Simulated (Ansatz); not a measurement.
# H4CSO3: the cost of one run

Computed with Ansatz 0.2.0 (DFT PBE+D3(BJ), scalar-relativistic, plane waves, PAW, unless a step's input says otherwise).

### Step 1. The system as given

Symmetry: P2_1/c, No. 14, monoclinic system. Conventional cell: a = 4.947 Å, b = 11.260 Å, c = 9.089 Å, α = 90.00°, β = 113.29°, γ = 90.00°. H (site symmetry 1) has 1 O at 0.99 Å as nearest neighbours. Around C (site symmetry 1) lie 3 H at 1.09 Å. S (site symmetry 1) has 3 O at 1.41 to 1.53 Å as nearest neighbours. Around O (site symmetry 1) lie 1 H at 0.99 Å. O (site symmetry 1) is surrounded by 1 S at 1.43 Å. O (site symmetry 1) has 1 S at 1.41 Å as nearest neighbours. H (site symmetry 1) is surrounded by 1 C at 1.09 Å. Only part of the 9 independent sites is listed.

Structure file:

```
H C S O
1.0
     4.94700    0.00000    0.00000
     0.00000   11.26000    0.00000
    -3.59343    0.00000    8.34798
H C S O
16 4 4 12
Direct
  0.97200 0.24000 0.02100
  0.02800 0.74000 0.47900
  0.02800 0.76000 0.97900
  0.97200 0.26000 0.52100
  0.53522 0.46655 0.34411
  0.46478 0.96655 0.15589
  0.46478 0.53345 0.65589
  0.53522 0.03345 0.84411
  0.38416 0.44776 0.13287
  0.61584 0.94776 0.36713
  0.61584 0.55224 0.86713
  0.38416 0.05224 0.63287
  0.16901 0.51350 0.22883
  0.83099 0.01350 0.27117
  0.83099 0.48650 0.77117
  0.16901 0.98650 0.72883
  0.33510 0.44660 0.23970
  0.66490 0.94660 0.26030
  0.66490 0.55340 0.76030
  0.33510 0.05340 0.73970
  0.20219 0.29875 0.26377
  0.79781 0.79875 0.23623
  0.79781 0.70125 0.73623
  0.20219 0.20125 0.76377
  0.93490 0.28510 0.10460
  0.06510 0.78510 0.39540
  0.06510 0.71490 0.89540
  0.93490 0.21490 0.60460
  0.09220 0.31220 0.38620
  0.90780 0.81220 0.11380
  0.90780 0.68780 0.61380
  0.09220 0.18780 0.88620
  0.42790 0.21660 0.27920
  0.57210 0.71660 0.22080
  0.57210 0.78340 0.72080
  0.42790 0.28340 0.77920
```

### Step 2. Relaxing the atoms: H4CSO3, no spin

input.yaml

```yaml
crystal:
  lattice:
    - [4.947, 0.0, 0.0]
    - [0.0, 11.26, 0.0]
    - [-3.5934277785, 0.0, 8.347975278]
  atoms:
    - { symbol: H, position: [0.972, 0.24, 0.021] }
    - { symbol: H, position: [0.028, 0.74, 0.479] }
    - { symbol: H, position: [0.028, 0.76, 0.979] }
    - { symbol: H, position: [0.972, 0.26, 0.521] }
    - { symbol: C, position: [0.3351, 0.4466, 0.2397] }
    - { symbol: C, position: [0.6649, 0.9466, 0.2603] }
    - { symbol: C, position: [0.6649, 0.5534, 0.7603] }
    - { symbol: C, position: [0.3351, 0.0534, 0.7397] }
    - { symbol: S, position: [0.20219, 0.29875, 0.26377] }
    - { symbol: S, position: [0.79781, 0.79875, 0.23623] }
    - { symbol: S, position: [0.79781, 0.70125, 0.73623] }
    - { symbol: S, position: [0.20219, 0.20125, 0.76377] }
    - { symbol: O, position: [0.9349, 0.2851, 0.1046] }
    - { symbol: O, position: [0.0651, 0.7851, 0.3954] }
    - { symbol: O, position: [0.0651, 0.7149, 0.8954] }
    - { symbol: O, position: [0.9349, 0.2149, 0.6046] }
    - { symbol: O, position: [0.0922, 0.3122, 0.3862] }
    - { symbol: O, position: [0.9078, 0.8122, 0.1138] }
    - { symbol: O, position: [0.9078, 0.6878, 0.6138] }
    - { symbol: O, position: [0.0922, 0.1878, 0.8862] }
    - { symbol: O, position: [0.4279, 0.2166, 0.2792] }
    - { symbol: O, position: [0.5721, 0.7166, 0.2208] }
    - { symbol: O, position: [0.5721, 0.7834, 0.7208] }
    - { symbol: O, position: [0.4279, 0.2834, 0.7792] }
    - { symbol: H, position: [0.5352165, 0.46655369, 0.34410501] }
    - { symbol: H, position: [0.4647835, 0.96655369, 0.15589499] }
    - { symbol: H, position: [0.4647835, 0.53344631, 0.65589499] }
    - { symbol: H, position: [0.5352165, 0.03344631, 0.84410501] }
    - { symbol: H, position: [0.38415722, 0.4477621, 0.13286981] }
    - { symbol: H, position: [0.61584278, 0.9477621, 0.36713019] }
    - { symbol: H, position: [0.61584278, 0.5522379, 0.86713019] }
    - { symbol: H, position: [0.38415722, 0.0522379, 0.63286981] }
    - { symbol: H, position: [0.16901193, 0.51350004, 0.22882667] }
    - { symbol: H, position: [0.83098807, 1.01350004, 0.27117333] }
    - { symbol: H, position: [0.83098807, 0.48649996, 0.77117333] }
    - { symbol: H, position: [0.16901193, -0.01350004, 0.72882667] }
scf:
  occupations: { method: fixed }
output:
  forces: true
  stress: true
hamiltonian:
  xc: pbe
  dispersion: d3bj
kpoints:
  mp_grid: { grid: [2, 3, 2] }
relax:
  f_tol: 0.02
```

Run with:

```bash
ansatz run input.yaml --threads 8 --pin off --max-ram 28672MiB --backend cpu --events-out ev --progress --plain --runs-dir out
```

Q: Estimate wall time and peak memory on 8 threads of Intel Xeon Platinum 8488C (Sapphire Rapids), shared host.

About 38 s, with a peak of 2 GiB.
